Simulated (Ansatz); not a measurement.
# SnHI₃: up Jacob's ladder to CCSD(T)

One table from this session's results is given with a row withheld; the runs are named, their logs left out.

Program: Ansatz 0.2.0, Gaussian basis. Level of theory: functionals in def2-TZVPP, the program's frozen cores in correlated methods. These are calculated values, not measurements.

Levels to be run: LDA (SPW92), PBE-D4, revPBE-D4, BLYP-D4, r2SCAN-D4, B97M-V, PBE0-D4, B3LYP-D4, r2SCANh-D4, r2SCAN0-D4, HSE06-D4, BHLYP-D4, CAM-B3LYP-D4, LC-ωPBE, ωB97X-V, ωB97M-V, B2PLYP, PBE-QIDH; CCSD(T)/def2-SVP; CCSD(T)/def2-TZVPP; MP2/def2-QZVPP; extrapolation to the limit; RPA on PBE.

## Structure used throughout

An earlier PBE0-D4 in a triple-zeta def2 set relaxation fixed the geometry. I, Sn take the def2 core potential; no spin-orbit term is included.

5 atoms, charge 0, spin multiplicity 1.

Atoms are counted from 1 here; the program's logs count them from 0.

Bond lengths: I1–Sn2 2.665 Å, Sn2–I3 2.665 Å, Sn2–I4 2.665 Å, Sn2–H5 1.701 Å. Angles: I1–Sn2–I3 109.0°, I1–Sn2–I4 109.0°, I1–Sn2–H5 109.9°, I3–Sn2–I4 109.0°, I3–Sn2–H5 109.9°, I4–Sn2–H5 109.9°.

Set-up of the first run:

in.yaml reads:

```yaml
crystal:
  periodic: [false, false, false]
  atoms:
    - {symbol: I, position_ang: [-1.468048, -0.016854, 2.133603]}
    - {symbol: Sn, position_ang: [0.142086, 0.140197, 0.015662]}
    - {symbol: I, position_ang: [1.470670, -2.156357, -0.236588]}
    - {symbol: I, position_ang: [-1.333227, 0.533453, -2.168747]}
    - {symbol: H, position_ang: [1.238419, 1.425961, 0.214571]}
basis:
  gaussian: {orbitals: def2-TZVPP}
hamiltonian: {xc: lda}
output: {orbitals: {seedname: orbitals}}
```

Started as:

```bash
> ansatz run in.yaml --threads 4 --pin off --events-out ev --progress --plain --max-ram 11315MiB
```

Among the steps run: LDA; PBE-D4 (GGA); revPBE-D4 (GGA); BLYP-D4 (GGA); r2SCAN-D4 (meta-GGA); B97M-V (meta-GGA); PBE0-D4 (hybrid); B3LYP-D4 (hybrid); r2SCANh-D4 (hybrid); r2SCAN0-D4 (hybrid); HSE06-D4 (hybrid); BHLYP-D4 (hybrid); CAM-B3LYP-D4 (range-separated); LC-ωPBE (range-separated); ωB97X-V (range-separated); ωB97M-V (range-separated); B2PLYP (double hybrid); PBE-QIDH (double hybrid).

One of the session's tables, all rows but one given; the rest of the session is left out.

It belongs to the step «Frontier levels by functional». 

```
  functional  HOMO (eV)  LUMO (eV)  gap (eV)
 LDA (SPW92)      -6.81      -3.93      2.88
      PBE-D4      -6.65      -3.67      2.98
   revPBE-D4      -6.60      -3.59      3.01
     BLYP-D4      -6.46      -3.59      2.86
   r2SCAN-D4      -6.97      -3.57      3.40
      B97M-V      -6.94      -3.38      3.56
     PBE0-D4      -7.78      -2.94      4.84
    B3LYP-D4      -7.52      -3.18      4.34
  r2SCANh-D4      -7.37      -3.30      4.07
  r2SCAN0-D4          ?          ?         ?
    HSE06-D4      -7.40      -3.31      4.09
    BHLYP-D4      -8.73      -2.12      6.61
CAM-B3LYP-D4      -9.00      -2.05      6.96
     LC-ωPBE     -10.36      -0.96      9.40
     ωB97X-V     -10.02      -1.05      8.97
     ωB97M-V      -9.89      -1.16      8.72
```

Q: Estimate the row for r2SCAN0-D4 from the others.

Worked estimate for «HOMO (eV)». Against the share of exact exchange, r2SCAN-D4 (0, -6.97), r2SCANh-D4 (0.1, -7.37) give a slope of -4.00 per unit share; at 0.25 the line stands at -7.97.

**Answer.** HOMO (eV): -7.99; LUMO (eV): -2.90; gap (eV): 5.09. In «HOMO (eV)» the line misses by +0.02.
